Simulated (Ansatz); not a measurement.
# LaCoPO: the cost of one run

Program: Ansatz 0.2.0. Level of theory: DFT PBE+U (U_eff = 3.3 eV on Co 3d), scalar-relativistic, plane waves, PAW. These are calculated values, not measurements.

## 1. The starting structure

The structure is tetragonal, space group P4/nmm (No. 129). Conventional cell: a = 4.012 Å, b = 4.012 Å, c = 8.255 Å, α = 90.00°, β = 90.00°, γ = 90.00°. La (site symmetry 4mm) has 4 O at 2.37 Å as nearest neighbours. Co (site symmetry -4m2) has 4 P at 2.23 Å as nearest neighbours. P (site symmetry 4mm) is surrounded by 4 Co at 2.23 Å. O (site symmetry -4m2) has 4 La at 2.37 Å as nearest neighbours.

Coordinates:

```cif
data_structure
_symmetry_space_group_name_H-M 'P4/nmm:1'
_symmetry_Int_Tables_number 129
_cell_length_a 4.0123
_cell_length_b 4.0123
_cell_length_c 8.2549
_cell_angle_alpha 90.000
_cell_angle_beta 90.000
_cell_angle_gamma 90.000
_cell_volume 132.89
loop_
_atom_site_label
_atom_site_type_symbol
_atom_site_symmetry_multiplicity
_atom_site_Wyckoff_symbol
_atom_site_fract_x
_atom_site_fract_y
_atom_site_fract_z
_atom_site_occupancy
La1 La 2 c 0.00000 0.50000 0.84792 1
Co1 Co 2 b 0.50000 0.50000 0.50000 1
P1 P 2 c 0.50000 0.00000 0.61878 1
O1 O 2 a 0.00000 0.00000 0.00000 1
```

An earlier run at PBE+U (U_eff = 3.3 eV on Co 3d) left this cell at 16.611 Å³/atom and -0.14 GPa (6×6×4 mesh).

Volume factors to run: 0.980, 1.020, 0.960, 1.040.

## 2. Scaling the volume by 0.980

The input, input.yaml:

```yaml
crystal:
  lattice:
    - [3.9853538816, 0.0, 0.0]
    - [0.0, 3.9853538816, 0.0]
    - [0.0, 0.0, 8.1995348741]
  atoms:
    - { symbol: La, position: [0.0, 0.5, 0.8479185304] }
    - { symbol: La, position: [0.5, 0.0, 0.1520814696] }
    - { symbol: Co, position: [0.5, 0.5, 0.5], spin: 0.83 }
    - { symbol: Co, position: [0.0, 0.0, 0.5], spin: 0.83 }
    - { symbol: P, position: [0.5, 0.0, 0.6187777342] }
    - { symbol: P, position: [0.0, 0.5, 0.3812222658] }
    - { symbol: O, position: [0.0, 0.0, 0.0] }
    - { symbol: O, position: [0.5, 0.5, 0.0] }
basis:
  ecutwfc: 420
  ecutrho_ratio: 4
kpoints:
  mp_grid: { grid: [6, 6, 4] }
hamiltonian:
  xc: pbe
  hubbard:
    sites:
      - { species: Co, l: d, u_eff: 3.3, starting_ns: start.occupation_matrices }
    ns_hold: { iters: 6 }
scf:
  occupations: { method: gaussian, width: 0.05 }
  lower_state_search: "off"
output:
  forces: true
  stress: true
  eigenvalues: true
  populations: true
magnetization:
  spin_polarized: true
relax:
  f_tol: 0.01
  max_steps: 40
  cell: { stress_tol: 0.1, fix: [volume] }
```

The open shells start from the occupation matrices of the run at the neighbouring geometry (file start.occupation_matrices).

On the command line:

```sh
ansatz run input.yaml --threads 4 --pin off --max-ram 10240MiB --backend cpu --events-out ev --progress --plain --runs-dir out
```

**Question.** How long does this run take on 4 threads of Arm Neoverse V1, shared host, and how much memory does it need?

About 79 s, with a peak of 0.9 GiB.
